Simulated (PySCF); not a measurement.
# C3H9B2N (SMILES BN(B)CC=C): levels of theory compared

We compute a comparison of 6 runs (HF/STO-3G, HF/3-21G, HF/def2-SVP, B3LYP/6-31G**, PBE0/6-311+G**, CCSD(T)/6-31G*) of C3H9B2N. Input form: a Python script.

The results are computed with PySCF 2.14.0.

1 further run of the same task is left out (set aside as unsound or not needed).

**1. The system as given**

C3H9B2N has 15 atoms, charge 0, and is taken as a singlet. As SMILES, `BN(B)CC=C`. The coordinates come from a PBE0-D4/def2-TZVP relaxation. This is one conformer, not always the lowest.

Bond lengths: B1–N2 1.420 Å, N2–B3 1.419 Å, N2–C4 1.458 Å, C4–C5 1.495 Å, C5–C6 1.324 Å, B1–H7 1.197 Å, B1–H8 1.193 Å, B3–H9 1.193 Å, B3–H10 1.198 Å, C4–H11 1.095 Å, C4–H12 1.095 Å, C5–H13 1.088 Å, C6–H14 1.084 Å, C6–H15 1.083 Å. Some angles: B1–N2–B3 121.4°, B1–N2–C4 119.3°, B3–N2–C4 119.3°, N2–C4–C5 113.9°, C4–C5–C6 126.3°, N2–B1–H7 119.1°, N2–B1–H8 118.9°, N2–B3–H9 118.9°, N2–B3–H10 119.1°, N2–C4–H11 109.2°.

**2. Energy and forces at HF/STO-3G (run 1)**

run.py

```python
import pyscf.grad
from pyscf import gto

molecule = gto.M(
    atom=[
    ('B', (-0.663900, 1.116100, 1.385300)),
    ('N', (-0.352900, -0.144800, 0.812200)),
    ('B', (0.463900, -1.084900, 1.493200)),
    ('C', (-0.869100, -0.473800, -0.511600)),
    ('C', (0.030500, -0.064200, -1.632600)),
    ('C', (1.203200, 0.540500, -1.517000)),
    ('H', (-1.388500, 1.862600, 0.792500)),
    ('H', (-0.203500, 1.395700, 2.449600)),
    ('H', (0.917200, -0.791900, 2.556800)),
    ('H', (0.668500, -2.151800, 0.989300)),
    ('H', (-1.041300, -1.553600, -0.573000)),
    ('H', (-1.844600, 0.005200, -0.647400)),
    ('H', (-0.350700, -0.304100, -2.622800)),
    ('H', (1.624200, 0.799000, -0.552100)),
    ('H', (1.785300, 0.798900, -2.393000)),
],
    max_memory=1860,
    basis='sto-3g',
    charge=0,
    verbose=4,
)

mf = molecule.RHF()
mf.conv_tol = 1e-10
mf.kernel()
if not mf.converged:
    mf = mf.newton().run(mf.mo_coeff, mf.mo_occ)

energy = mf.e_tot
print('E(%s) = %.9f' % ('HF', energy))
grad = mf.Gradients().kernel()
mf.analyze()
```

The run is started by

```console
$ OMP_NUM_THREADS=1 python run.py
```

The program printed:

```text
PySCF version 2.14.0

[... 87 lines left out ...]
Two-electron Coulomb Energy =          314.219039602834982
[... 9 lines left out ...]
MO #7   energy= -1.15474188914943  occ= 2
[... 7 lines left out ...]
MO #15  energy= -0.548277965225082 occ= 2
[... 7 lines left out ...]
MO #23  energy= 0.245226390327979  occ= 0
[... 7 lines left out ...]
MO #31  energy= 0.698012117813597  occ= 0
[... 7 lines left out ...]
MO #39  energy= 1.03224688975095   occ= 0
[... 57 lines left out ...]
Dipole moment(X, Y, Z, Debye): -0.55464, -0.33651, -1.08447
```

Wall time 3.3 s (1 thread of Intel Xeon at 2.70GHz, shared host); peak memory 0.12 GiB.

**3. Energy and gradient at HF/3-21G (run 2)**

input.py

```python
import pyscf.grad
from pyscf import gto, scf

molecule = gto.M(
    atom=[
    ('B', (-0.663900, 1.116100, 1.385300)),
    ('N', (-0.352900, -0.144800, 0.812200)),
    ('B', (0.463900, -1.084900, 1.493200)),
    ('C', (-0.869100, -0.473800, -0.511600)),
    ('C', (0.030500, -0.064200, -1.632600)),
    ('C', (1.203200, 0.540500, -1.517000)),
    ('H', (-1.388500, 1.862600, 0.792500)),
    ('H', (-0.203500, 1.395700, 2.449600)),
    ('H', (0.917200, -0.791900, 2.556800)),
    ('H', (0.668500, -2.151800, 0.989300)),
    ('H', (-1.041300, -1.553600, -0.573000)),
    ('H', (-1.844600, 0.005200, -0.647400)),
    ('H', (-0.350700, -0.304100, -2.622800)),
    ('H', (1.624200, 0.799000, -0.552100)),
    ('H', (1.785300, 0.798900, -2.393000)),
],
    spin=0,
    basis='3-21g',
    verbose=3,
    max_memory=1860,
)

mf = scf.RHF(molecule)
mf.conv_tol = 1e-10
mf.kernel()
if not mf.converged:
    mf = mf.newton().run(mf.mo_coeff, mf.mo_occ)

etot = mf.e_tot
print(f'total energy: {etot:.8f} hartree')
grad = mf.Gradients().kernel()
mf.analyze()
```

The run is started by

```console
$ OMP_NUM_THREADS=1 python input.py
```

The program printed:

```text
converged SCF energy = -221.446324225613
[... 16 lines left out ...]
MO #7   energy= -1.2147550965852   occ= 2
[... 12 lines left out ...]
MO #20  energy= -0.457692008662984 occ= 2
[... 12 lines left out ...]
MO #33  energy= 0.378111988596185  occ= 0
[... 12 lines left out ...]
MO #46  energy= 0.915051548616859  occ= 0
[... 12 lines left out ...]
MO #59  energy= 1.37316013780991   occ= 0
[... 12 lines left out ...]
MO #72  energy= 2.92591498599714   occ= 0
[... 16 lines left out ...]
Dipole moment(X, Y, Z, Debye): -0.65178, -0.39873, -1.33622
```

Wall time 3.9 s (1 thread of Intel Xeon at 2.70GHz, shared host); peak memory 0.14 GiB.

Runs 3 to 5 aren't shown in full; the table further down has their settings and results.

**4. A single-point energy at CCSD(T)/6-31G(d) (spherical functions) (run 6)**

geometry.xyz

```xyz
15
C3H9B2N
B     -0.663900     1.116100     1.385300
N     -0.352900    -0.144800     0.812200
B      0.463900    -1.084900     1.493200
C     -0.869100    -0.473800    -0.511600
C      0.030500    -0.064200    -1.632600
C      1.203200     0.540500    -1.517000
H     -1.388500     1.862600     0.792500
H     -0.203500     1.395700     2.449600
H      0.917200    -0.791900     2.556800
H      0.668500    -2.151800     0.989300
H     -1.041300    -1.553600    -0.573000
H     -1.844600     0.005200    -0.647400
H     -0.350700    -0.304100    -2.622800
H      1.624200     0.799000    -0.552100
H      1.785300     0.798900    -2.393000
```

calc.py

```python
from pyscf import gto, scf, cc

mol = gto.Mole()
mol.atom = 'geometry.xyz'
mol.max_memory = 1860
mol.basis = '6-31g*'
mol.verbose = 3
mol.build()

myscf = scf.RHF(mol)
myscf.conv_tol = 1e-10
myscf.kernel()
if not myscf.converged:
    myscf = myscf.newton().run(myscf.mo_coeff, myscf.mo_occ)

mycc = cc.CCSD(myscf, frozen=6)
mycc.kernel()
e_t = mycc.ccsd_t()
etot = mycc.e_tot + e_t
print('E = %.10f Eh' % etot)
myscf.analyze()
```

The run is started by

```console
$ OMP_NUM_THREADS=1 python calc.py
```

The program printed:

```text
converged SCF energy = -222.680479926415
[... 20 lines left out ...]
MO #17  energy= -0.519136073927279 occ= 2
[... 16 lines left out ...]
MO #34  energy= 0.364869894927992  occ= 0
[... 16 lines left out ...]
MO #51  energy= 0.908390878057153  occ= 0
[... 16 lines left out ...]
MO #68  energy= 1.3862273129183    occ= 0
[... 16 lines left out ...]
MO #85  energy= 2.17271521602362   occ= 0
[... 16 lines left out ...]
MO #102 energy= 3.30600472555376   occ= 0
[... 16 lines left out ...]
Dipole moment(X, Y, Z, Debye): -0.59067, -0.35984, -1.18602
```

Run time: 67 s. Hardware: 1 thread of Intel Xeon at 2.70GHz, shared host; peak memory 0.81 GiB.

**5. Overview of the runs**

```
run                                 level  integration grid      task  energy (Eh)  dipole moment (D) of the reference  HOMO energy (eV)  LUMO energy (eV)  wall time
  1                             HF/STO-3G                 –  gradient  -219.963878                                1.26             -8.72              6.67      3.3 s
  2                              HF/3-21G                 –  gradient  -221.446324                                1.54            -10.08              2.87      3.9 s
  3                           HF/def2-SVP                 –  gradient  -222.520917                                1.42            -10.14              2.64       28 s
  4   B3LYP/6-31G** (spherical functions)                 5  gradient  -224.216993                                1.59             -7.22             -1.09       70 s
  5                        PBE0/6-311+G**                 5  gradient  -223.961755                                1.55             -7.74             -1.28    2.9 min
  6  CCSD(T)/6-31G* (spherical functions)                 –    energy  -223.454964                                1.37             -9.97              3.08       67 s
```

**6. Outcome**

| quantity | value |
| --- | --- |
| run 6: total energy | -223.45496 Eh |
| run 6: dipole moment (Hartree–Fock density) | 1.37 D |
| run 6: HOMO energy (Hartree–Fock orbitals) | -9.97 eV |
| run 6: LUMO energy (Hartree–Fock orbitals) | 3.08 eV |
| run 6: HOMO–LUMO gap (Hartree–Fock orbitals) | 13.05 eV |
| run 6: correlation energy (6 core orbitals frozen) | -774.5 mEh |
| run 6: (T) correction | -25.09 mEh |
| run 6: T1 diagnostic | 0.013 |

Over runs 1, 2, 3, 4, 5 the dipole moment (its size) runs from 1.26 D (HF/STO-3G) to 1.59 D (B3LYP/6-31G**). The two ends differ in method and basis. Over runs 1, 2, 3, 4, 5 the HOMO–LUMO gap runs from 6.14 eV (B3LYP/6-31G**) to 15.39 eV (HF/STO-3G). Totals of different functionals can't be ranked against each other. In run 1 the basis is minimal, so the values are rough. All runs together took 5.8 min, the longest 2.9 min.
